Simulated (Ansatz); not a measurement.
Write the native input for Ansatz 0.2.0 that does the following.

| Item | Value |
| --- | --- |
| Task | single point |
| Functional | PBE |
| Potentials or basis | Ansatz PAW |
| Cutoff | 420 eV (not typed: the program's choice for these potentials) |
| k mesh | 5 × 5 × 4 |
| Occupations | fermi-dirac, width 0.05 eV |
| Spin | no spin polarisation |

Ta3AsAu2O13:

```
CELL_PARAMETERS angstrom
5.72385 -0.00745 -0.00403
1.30279 6.25499 0.00561
0.27574 1.30074 8.36754
ATOMIC_POSITIONS crystal
Ta 0.21846 0.30149 0.58723
Ta 0.03891 0.10119 0.99677
Ta 0.57580 0.62656 0.50480
As 0.58711 0.89823 0.83573
Au 0.58313 0.09565 0.18920
Au 0.04243 0.82319 0.44664
O 0.65782 0.70920 0.70501
O 0.51551 0.13996 0.70121
O 0.85350 0.88914 0.91675
O 0.33892 0.86554 0.94745
O 0.72717 0.29237 0.03283
O 0.23934 0.22065 0.11131
O 0.12858 0.08861 0.49416
O 0.47090 0.39321 0.43717
O 0.06736 0.27395 0.78705
O 0.92807 0.52763 0.45446
O 0.49773 0.85138 0.35302
O 0.24968 0.62931 0.62682
O 0.91986 0.95353 0.22247
```

The cell was built by a generator and needn't be a form met in nature.

The cell isn't the ideal one: atoms moved at random, drawn with an rms of 0.05 Å.

One way to write it, as run:

input.yaml

```yaml
crystal:
  lattice:
    - [5.72385, -0.00745, -0.00403]
    - [1.30279, 6.25499, 0.00561]
    - [0.27574, 1.30074, 8.36754]
  atoms:
    - { symbol: Ta, position: [0.218464, 0.301494, 0.587226] }
    - { symbol: Ta, position: [0.038915, 0.10119, 0.996766] }
    - { symbol: Ta, position: [0.575798, 0.626556, 0.504799] }
    - { symbol: As, position: [0.587109, 0.898232, 0.835727] }
    - { symbol: Au, position: [0.583133, 0.095653, 0.189197] }
    - { symbol: Au, position: [0.042434, 0.823187, 0.446641] }
    - { symbol: O, position: [0.657824, 0.709201, 0.705006] }
    - { symbol: O, position: [0.515511, 0.139956, 0.701212] }
    - { symbol: O, position: [0.8535, 0.889138, 0.916747] }
    - { symbol: O, position: [0.338923, 0.865538, 0.947446] }
    - { symbol: O, position: [0.727168, 0.292375, 0.032828] }
    - { symbol: O, position: [0.239342, 0.220652, 0.11131] }
    - { symbol: O, position: [0.12858, 0.088608, 0.494164] }
    - { symbol: O, position: [0.470903, 0.393212, 0.437171] }
    - { symbol: O, position: [0.067357, 0.273954, 0.787052] }
    - { symbol: O, position: [0.928068, 0.527628, 0.454461] }
    - { symbol: O, position: [0.497734, 0.851379, 0.353016] }
    - { symbol: O, position: [0.249682, 0.629315, 0.626824] }
    - { symbol: O, position: [0.919858, 0.953526, 0.222467] }
hamiltonian:
  xc: pbe
  pseudopotentials: { kind: paw }
kpoints:
  mp_grid: { grid: [5, 5, 4] }
scf:
  occupations: { method: fermi_dirac, width: 0.05 }
output:
  forces: true
  stress: true
  eigenvalues: true
```

Potentials or basis: Ansatz PAW.

Launch:

```console
$ ansatz run input.yaml --threads 8 --pin off --max-ram 20480MiB --backend cpu --events-out ev --progress --plain --runs-dir out
```

It gave:

```
Pressure               : 0.3 GPa
Largest force          : 2.003 eV/Å
Band gap on the k mesh : 1.27 eV, indirect (least direct gap 1.28 eV)
```

Caveat: odd divisions of the mesh miss points on the zone boundary, where band edges often lie, so the gap on the mesh can be too wide; the pressure holds a Pulay correction of +0.5 GPa for the finite cutoff; spin-orbit coupling is left out, which moves the levels of the heavy elements.

It took 32 s on 8 threads of Arm Neoverse V1 (shared host), peak memory 2 GiB.
